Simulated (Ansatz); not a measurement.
This was printed by a script on the Python package of Ansatz (0.2.0), for a single point from a YAML input of Rb2YHgF6, space group Fm-3m. What did the script look like? Level of theory: LDA, PAW, cutoff 490 eV, 4×4×4 k-points, Fermi-Dirac smearing of 0.05 eV.

The script reads `rb2yhgf6.yaml`:
```yaml
crystal:
  lattice:
    - [0.0, 4.775782, 4.775782]
    - [4.775782, 0.0, 4.775782]
    - [4.775782, 4.775782, 0.0]
  atoms:
    - { symbol: Rb, position: [0.75, 0.75, 0.75] }
    - { symbol: Rb, position: [0.25, 0.25, 0.25] }
    - { symbol: "Y", position: [0.0, 0.0, 0.0] }
    - { symbol: Hg, position: [0.5, 0.5, 0.5] }
    - { symbol: F, position: [0.771453, 0.228547, 0.228547] }
    - { symbol: F, position: [0.228547, 0.228547, 0.771453] }
    - { symbol: F, position: [0.228547, 0.771453, 0.771453] }
    - { symbol: F, position: [0.228547, 0.771453, 0.228547] }
    - { symbol: F, position: [0.771453, 0.228547, 0.771453] }
    - { symbol: F, position: [0.771453, 0.771453, 0.228547] }
kpoints:
  mp_grid: { grid: [4, 4, 4] }
hamiltonian:
  xc: lda
scf:
  occupations: { method: fermi_dirac, width: 0.05 }
basis:
  ecutwfc: "18 Ha"
output:
  forces: true
```

Output of `python yaml_run.py`:
```text
F = E - TS               -28383.13656 eV
E                        -28383.08771 eV
Harris-Foulkes           -28383.13656 eV
Fermi level                   4.22025 eV
forces (eV/A)
  Rb    0.0000    0.0000   -0.0000
  Rb    0.0000    0.0000    0.0000
  Y     0.0000   -0.0000   -0.0000
  Hg   -0.0000    0.0000   -0.0000
  F    -0.2919   -0.0000    0.0000
  F    -0.0000   -0.0000   -0.2919
  F     0.2919   -0.0000    0.0000
  F     0.0000   -0.2919    0.0000
  F     0.0000    0.2919   -0.0000
  F    -0.0000    0.0000    0.2919
```

One script that gives this output:

Script `yaml_run.py`:
```python
'''Run a YAML input for Rb2YHgF6 from Python.'''

import json

import ansatz as az


def main() -> None:
    done = az.Session.from_deck('rb2yhgf6.yaml').plan().execute()
    r = done.report

    print('%-22s %14.5f eV' % ('F = E - TS', r['free_energy_ev']))
    print('%-22s %14.5f eV' % ('E', r['internal_energy_ev']))
    print('%-22s %14.5f eV' % ('Harris-Foulkes', r['harris_foulkes_ev']))
    print('%-22s %14.5f eV' % ('Fermi level', r['fermi_energy_ev']))

    # forces in eV per angstrom
    print('forces (eV/A)')
    for site, force in zip(done.lattice.sites, r['forces_ev_ang']):
        print(f'  {site.symbol:2s} {force[0]:9.4f} {force[1]:9.4f} {force[2]:9.4f}')

    keep = ['free_energy_ev', 'energy_sigma0_ev', 'fermi_energy_ev', 'n_iterations', 'converged', 'magnetization_mub', 'n_kpoints']
    with open('rb2yhgf6.json', 'w') as handle:
        json.dump({key: r[key] for key in keep}, handle, indent=1)


if __name__ == '__main__':
    main()
```

Total energies depend on the potentials; only differences at equal settings carry meaning. A total without «per atom» is that of the cell as typed. The cell holds an odd number of electrons and is run without spin, so a magnetic state may lie lower. For a metal this k-point mesh is coarse: on a finer one energies can move by several to tens of meV an atom and pressures by half a GPa or more, differences at one mesh by less. An absolute Fermi energy rests on an arbitrary zero of the periodic potential and has no direct meaning. Spin-orbit coupling, which matters for elements this heavy, is left out. This cell is a computed structure, which may not be the phase found in nature. Run time: 5.3 s on 1 thread of AMD EPYC 7R13 Processor (Zen 3), with other jobs on the host, peak memory 0.57 GiB.

(Lines on the test bed's own set-up are left out of the output.)
